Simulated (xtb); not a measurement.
# GFN1-xTB run of VH3SO3 (SMILES [OH][V]([OH])([OH])=[S])

Aim: an optimisation with harmonic vibrations of VH3SO3. 

Program for the calculation: xtb 6.7.1.

3 further runs of the same task are left out: 3 set aside as unsound or not needed.

**1. Starting point**

The species is VH3SO3 (8 atoms), meant as a singlet with charge 0. As SMILES, `[OH][V]([OH])([OH])=[S]`. Geometry: relaxed at PBE0-D4/def2-TZVP. This is one conformer, not always the lowest. The run starts from this shape.

Bond lengths: O1–V2 1.753 Å, V2–O3 1.753 Å, V2–O4 1.763 Å, V2–S5 2.001 Å, O1–H6 0.961 Å, O3–H7 0.961 Å, O4–H8 0.964 Å. Angles: O1–V2–O3 107.6°, O1–V2–O4 109.7°, O1–V2–S5 111.1°, O3–V2–O4 109.7°, O3–V2–S5 111.1°, O4–V2–S5 107.7°, V2–O1–H6 123.2°, V2–O3–H7 123.2°, V2–O4–H8 116.9°.

**2. An optimisation with harmonic vibrations at GFN1-xTB**

Contents of xtb.inp:

```
$chrg 0
$spin 0
$end
```

Contents of input.xyz:

```xyz
8

O     -1.05840000     1.04030000     0.74660000
V      0.05120000     0.04750000    -0.17930000
O      1.39660000    -0.36170000     0.86780000
O     -0.76420000    -1.42550000    -0.70250000
S      0.68140000     1.00950000    -1.81680000
H     -1.40750000     1.87670000     0.42790000
H      2.31580000    -0.25000000     0.61150000
H     -1.12280000    -1.99400000    -0.01100000
```

Started as:

```bash
$ xtb input.xyz --ohess vtight --gfn 1 -I xtb.inp > run.log 2> xtb.err
```

**Question.** What will come out? Wanted: total energy at the end; dipole moment; HOMO energy; LUMO energy; HOMO–LUMO gap; dispersion energy; lowest harmonic wavenumber; highest harmonic wavenumber; zero-point energy.

Answer, from the run:

Level: GFN1-xTB.

```
                   quantity         value
    total energy at the end  -20.79832 Eh
              dipole moment        2.77 D
                HOMO energy     -11.63 eV
                LUMO energy      -9.34 eV
              HOMO–LUMO gap       2.29 eV
          dispersion energy  -7.04 kJ/mol
 lowest harmonic wavenumber      180 cm⁻¹
highest harmonic wavenumber     3766 cm⁻¹
          zero-point energy  100.2 kJ/mol
```

At the final geometry: Bond lengths: O1–V2 1.664 Å, V2–O3 1.664 Å, V2–O4 1.664 Å, V2–S5 2.083 Å, O1–H6 0.952 Å, O3–H7 0.952 Å, O4–H8 0.952 Å. Angles: O1–V2–O3 112.5°, O1–V2–O4 112.4°, O1–V2–S5 106.2°, O3–V2–O4 112.5°, O3–V2–S5 106.3°, O4–V2–S5 106.2°, V2–O1–H6 166.2°, V2–O3–H7 166.6°, V2–O4–H8 166.0°. All 18 modes are real, so the shape is a minimum at this level. Mulliken charges run from -0.59 on O4 to +0.77 on V2.
